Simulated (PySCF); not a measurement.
# C3H4F4O: NMR shifts and electronic excitations in gas and solvents, part 1 of 2

Aim: compute the NMR shifts and electronic excitations of C3H4F4O (`OC[C@@H](F)C(F)(F)F`), and see what a dielectric continuum does where one was used.

Programs: PySCF 2.14.0, with density-fitted response routines of our own. Each step states its level of theory. These are calculated values for one molecule, in the gas phase or a continuum, unless marked as measured. Atoms are numbered from 0 throughout.

## 1. Starting geometry

12 atoms, charge 0, multiplicity 1; geometry from: GFN2-xTB. The atoms were then displaced at random by about 0.01 Å, so the start is not that level's minimum.

Bonds of the start (Å): O0–C1 1.37, C1–C2 1.53, C2–F3 1.37, C2–C4 1.55, C4–F5 1.35, C4–F6 1.33, C4–F7 1.35, O0–H8 0.96, C1–H9 1.10, C1–H10 1.10, C2–H11 1.10.

## 2. Relaxing the molecule at PBE0-D3(BJ)/def2-SVP

Job settings and geometry (Å):

```
{"job": {"xc": "PBE0", "basis": "def2-SVP", "d3": "d3bj", "grid": 1, "shake": 0.01, "kind": "geom"}, "charge": 0, "multiplicity": 1}
O     -1.327020     1.224220     0.269060
C     -1.198010    -0.138350     0.265910
C      0.097010    -0.596360    -0.402380
F      0.115280    -0.281140    -1.735080
C      1.350810     0.079500     0.202890
F      1.359430    -0.059740     1.541040
F      1.428490     1.385010    -0.050450
F      2.500970    -0.460220    -0.247850
H     -1.321450     1.585770    -0.623080
H     -1.193000    -0.448110     1.325120
H     -2.026230    -0.639610    -0.248100
H      0.253420    -1.679240    -0.306090
```

Started as:

```console
> OMP_NUM_THREADS=1 python probes_run.py task.json out
```

This one command runs all jobs of the session in turn.

The log of the run:

```text
step   0  E = -590.28564654  max force = 0.021558
step   1  E = -590.28751134  max force = 0.011382
step   2  E = -590.28877731  max force = 0.003573
step   3  E = -590.28888743  max force = 0.001034
step   4  E = -590.28891244  max force = 0.000470
step   5  E = -590.28893271  max force = 0.000623
step   6  E = -590.28894725  max force = 0.001245
step   7  E = -590.28894621  max force = 0.000942
step   8  E = -590.28894907  max force = 0.000369
optimisation converged
```

Wall time 57 s (1 thread of INTEL XEON PLATINUM 8581C at 2.10GHz, shared host); peak memory 0.52 GiB.

Relaxation path:

| step | energy from step 0 (eV) | largest force component (eV/Å) |
| --- | --- | --- |
| 0 | 0.0000 | 1.1086 |
| 1 | -0.0507 | 0.5853 |
| 2 | -0.0852 | 0.1837 |
| 3 | -0.0882 | 0.0532 |
| 4 | -0.0889 | 0.0242 |
| 5 | -0.0894 | 0.0320 |
| 6 | -0.0898 | 0.0640 |
| 7 | -0.0898 | 0.0484 |
| 8 | -0.0899 | 0.0190 |

Close pairs (by a distance rule), those that changed most:

| bond | before (Å) | after (Å) | change (Å) |
| --- | --- | --- | --- |
| C2–C4 | 1.548 | 1.524 | -0.023 |
| O0–C1 | 1.369 | 1.391 | +0.022 |
| C4–F7 | 1.348 | 1.334 | -0.014 |
| C1–C2 | 1.528 | 1.513 | -0.014 |
| C1–H10 | 1.096 | 1.109 | +0.013 |
| C4–F5 | 1.345 | 1.335 | -0.011 |
| C2–F3 | 1.370 | 1.376 | +0.006 |
| C4–F6 | 1.332 | 1.327 | -0.006 |

The end geometry stands in the next job.

| at the end point | value |
| --- | --- |
| point group (found at 0.08 Å tolerance) | C1 |
| rotational constants (GHz, main isotopes) | 2.934, 1.732, 1.490 |
| dipole moment (D) | 2.19 |

## 3. Shielding tensors: PBE0/pcSseg-1 in chloroform

Job settings and geometry (Å):

```
{"job": {"kind": "nmr", "xc": "PBE0", "basis": "pcSseg-1", "solvent": "chloroform", "pop": true}, "charge": 0, "multiplicity": 1}
O     -1.205752     1.396195     0.391853
C     -1.142761     0.007647     0.441920
C     -0.007747    -0.553782    -0.386898
F     -0.183103    -0.163488    -1.694495
C      1.380174    -0.084534     0.033501
F      1.554282    -0.303313     1.338718
F      1.568939     1.206394    -0.206860
F      2.321091    -0.763337    -0.624451
H     -1.168380     1.657459    -0.536150
H     -1.001149    -0.290684     1.491898
H     -2.073848    -0.476052     0.083253
H     -0.003155    -1.656108    -0.337584
```

With the program's defaults for keys left out, this is: GIAO PBE0/pcSseg-1 NMR shielding, non-relativistic, IEF-PCM chloroform.

The log of the run:

```text
coarse grid: 11168 points
cycle   1  E = -590.4102971120  dE =  1.295e+00  |g| = 1.089e+00  |ddm| = 2.922e+00
cycle   2  E = -590.1971601265  dE =  2.131e-01  |g| = 1.619e+00  |ddm| = 1.419e+00
cycle   3  E = -590.6047726313  dE = -4.076e-01  |g| = 6.348e-02  |ddm| = 8.993e-01
cycle   4  E = -590.6052831411  dE = -5.105e-04  |g| = 3.785e-02  |ddm| = 6.135e-02
cycle   5  E = -590.6055426658  dE = -2.595e-04  |g| = 9.372e-03  |ddm| = 2.717e-02
cycle   6  E = -590.6055543883  dE = -1.172e-05  |g| = 2.551e-03  |ddm| = 5.949e-03
cycle   7  E = -590.6055554216  dE = -1.033e-06  |g| = 3.369e-04  |ddm| = 1.861e-03
final grid: 112736 points
cycle   8  E = -590.6894639947  dE = -5.342e-05  |g| = 9.316e-03  |ddm| = 2.244e-02
cycle   9  E = -590.6894497752  dE =  1.422e-05  |g| = 1.327e-02  |ddm| = 1.283e-02
cycle  10  E = -590.6894797937  dE = -3.002e-05  |g| = 6.779e-04  |ddm| = 7.243e-03
cycle  11  E = -590.6894798679  dE = -7.418e-08  |g| = 2.566e-04  |ddm| = 6.300e-04
cycle  12  E = -590.6894798787  dE = -1.080e-08  |g| = 6.022e-05  |ddm| = 1.710e-04
cycle  13  E = -590.6894798792  dE = -4.966e-10  |g| = 1.845e-05  |ddm| = 4.535e-05
converged SCF energy = -590.6894798792

GIAO shielding tensors (ppm)
atom      isotropic    diamagn.    paramagn.     s11        s22        s33       span
  0 O      325.919     389.787     -63.869    293.726    325.634    358.395     64.669
  1 C      122.430     243.449    -121.020    102.952    111.224    153.113     50.161
  2 C       92.881     246.512    -153.631     66.810     85.678    126.156     59.346
  3 F      421.529     474.026     -52.497    379.118    426.019    459.449     80.331
  4 C       56.220     242.334    -186.114     51.116     55.041     62.503     11.387
  5 F      270.135     473.718    -203.583    191.772    276.657    341.977    150.205
  6 F      271.784     473.600    -201.816    194.455    281.097    339.800    145.345
  7 F      262.362     471.210    -208.849    179.647    257.379    350.059    170.411
  8 H       29.897      31.786      -1.888     20.404     28.593     40.695     20.291
  9 H       27.236      28.262      -1.026     24.138     26.294     31.275      7.137
 10 H       26.938      27.843      -0.905     21.978     25.941     32.896     10.919
 11 H       26.627      29.007      -2.380     24.538     25.858     29.486      4.948
```

Run time: 19 s. Hardware: 1 thread of INTEL XEON PLATINUM 8581C at 2.10GHz, shared host; peak memory 0.82 GiB.

Shifts follow as δ = σ(reference) − σ, with reference shieldings (ppm) from runs at the same level and on the same kind of geometry: ¹H TMS 31.25, ¹³C TMS 185.2, ¹⁹F CFCl3 179.6, ¹⁷O H2O 341.0. The references are single molecules in the same continuum, so shifts against H2O, NH3, PH3, H3PO4 or CFCl3 are not on the usual liquid scales and can be off by tens of ppm. Atoms listed in one row are averaged.

| atoms | environment | σ (ppm) | δ (ppm) |
| --- | --- | --- | --- |
| C4 | CF3 carbon | 56.2 | 128.9 |
| C2 | sp3 CH bonded to F | 92.9 | 92.3 |
| C1 | sp3 CH2 bonded to O | 122.4 | 62.7 |
| H11 | hydrogen on an sp3 CH bonded to F | 26.63 | 4.62 |
| H10 | hydrogen on an sp3 CH2 bonded to O | 26.94 | 4.31 |
| H9 | hydrogen on an sp3 CH2 bonded to O | 27.24 | 4.01 |
| H8 | hydrogen on an alcohol oxygen | 29.90 | 1.35 |
| O0 | alcohol oxygen | 325.9 | 15.1 |
| F5, F6, F7 | fluorine of a CF3 group | 268.1 | -88.5 |
| F3 | fluorine on an sp3 carbon | 421.5 | -241.9 |

Charges from the same density, by scheme (e):

| atoms | Mulliken | IAO | Hirshfeld | ESP fit |
| --- | --- | --- | --- | --- |
| O0 | -0.46 | -0.55 | -0.24 | -0.62 |
| C1 | 0.07 | -0.06 | -0.01 | 0.15 |
| C2 | 0.02 | 0.11 | 0.03 | -0.07 |
| F3 | -0.33 | -0.32 | -0.11 | -0.19 |
| C4 | 0.81 | 0.80 | 0.25 | 0.56 |
| F5, F6, F7 | -0.26 | -0.28 | -0.09 | -0.19 |

Mayer bond orders: O0–C1 0.97, C1–C2 1.00, C2–F3 0.87, C2–C4 0.94, C4–F5 1.00, C4–F6 1.02, C4–F7 1.00.

## 4. Shielding tensors: PBE0/pcSseg-1 in water

The job, as its differences from that of step 3:

```diff
@@ -1,2 +1,2 @@
-{"job": {"kind": "nmr", "xc": "PBE0", "basis": "pcSseg-1", "solvent": "chloroform", "pop": true}, "charge": 0, "multiplicity": 1}
+{"job": {"kind": "nmr", "xc": "PBE0", "basis": "pcSseg-1", "solvent": "water", "pop": false}, "charge": 0, "multiplicity": 1}
 O     -1.205752     1.396195     0.391853
```

Method: GIAO PBE0/pcSseg-1 NMR shielding, non-relativistic, IEF-PCM water.

The log of the run:

```text
coarse grid: 11168 points
cycle   1  E = -590.4157244643  dE =  1.289e+00  |g| = 1.084e+00  |ddm| = 2.922e+00
cycle   2  E = -590.2110575899  dE =  2.047e-01  |g| = 1.599e+00  |ddm| = 1.381e+00
cycle   3  E = -590.6079620925  dE = -3.969e-01  |g| = 6.218e-02  |ddm| = 8.714e-01
cycle   4  E = -590.6084476671  dE = -4.856e-04  |g| = 3.689e-02  |ddm| = 5.919e-02
cycle   5  E = -590.6086904396  dE = -2.428e-04  |g| = 9.037e-03  |ddm| = 2.628e-02
cycle   6  E = -590.6087013698  dE = -1.093e-05  |g| = 2.472e-03  |ddm| = 5.738e-03
cycle   7  E = -590.6087023441  dE = -9.744e-07  |g| = 3.107e-04  |ddm| = 1.775e-03
final grid: 112736 points
cycle   8  E = -590.6925947109  dE = -5.350e-05  |g| = 9.303e-03  |ddm| = 2.240e-02
cycle   9  E = -590.6925809271  dE =  1.378e-05  |g| = 1.318e-02  |ddm| = 1.271e-02
cycle  10  E = -590.6926104765  dE = -2.955e-05  |g| = 6.715e-04  |ddm| = 7.111e-03
cycle  11  E = -590.6926105492  dE = -7.275e-08  |g| = 2.517e-04  |ddm| = 6.136e-04
cycle  12  E = -590.6926105596  dE = -1.035e-08  |g| = 5.953e-05  |ddm| = 1.664e-04
cycle  13  E = -590.6926105600  dE = -4.907e-10  |g| = 1.785e-05  |ddm| = 4.439e-05
converged SCF energy = -590.6926105600

GIAO shielding tensors (ppm)
atom      isotropic    diamagn.    paramagn.     s11        s22        s33       span
  0 O      328.105     390.396     -62.290    296.932    327.263    360.120     63.188
  1 C      122.452     243.563    -121.111    102.842    111.182    153.331     50.489
  2 C       92.770     246.508    -153.739     66.425     85.510    126.374     59.949
  3 F      423.160     474.182     -51.022    380.201    427.251    462.028     81.827
  4 C       56.023     242.529    -186.506     50.951     54.977     62.140     11.189
  5 F      270.397     473.775    -203.378    191.912    277.006    342.274    150.362
  6 F      272.988     473.787    -200.799    195.577    282.717    340.671    145.094
  7 F      263.194     471.290    -208.097    180.247    258.688    350.647    170.401
  8 H       29.710      31.738      -2.028     20.163     28.292     40.674     20.511
  9 H       27.189      28.239      -1.050     24.071     26.238     31.257      7.186
 10 H       26.859      27.764      -0.906     21.895     25.850     32.831     10.936
 11 H       26.463      28.803      -2.340     24.359     25.648     29.382      5.023
```

Run time: 17 s. Hardware: 1 thread of INTEL XEON PLATINUM 8581C at 2.10GHz, shared host; peak memory 0.83 GiB.

Key values: δ C4 129.5, C2 92.7, C1 63.0, O0 15.1, H11 4.78, H10 4.38 ppm.

(Continued in part 2 of 2.)
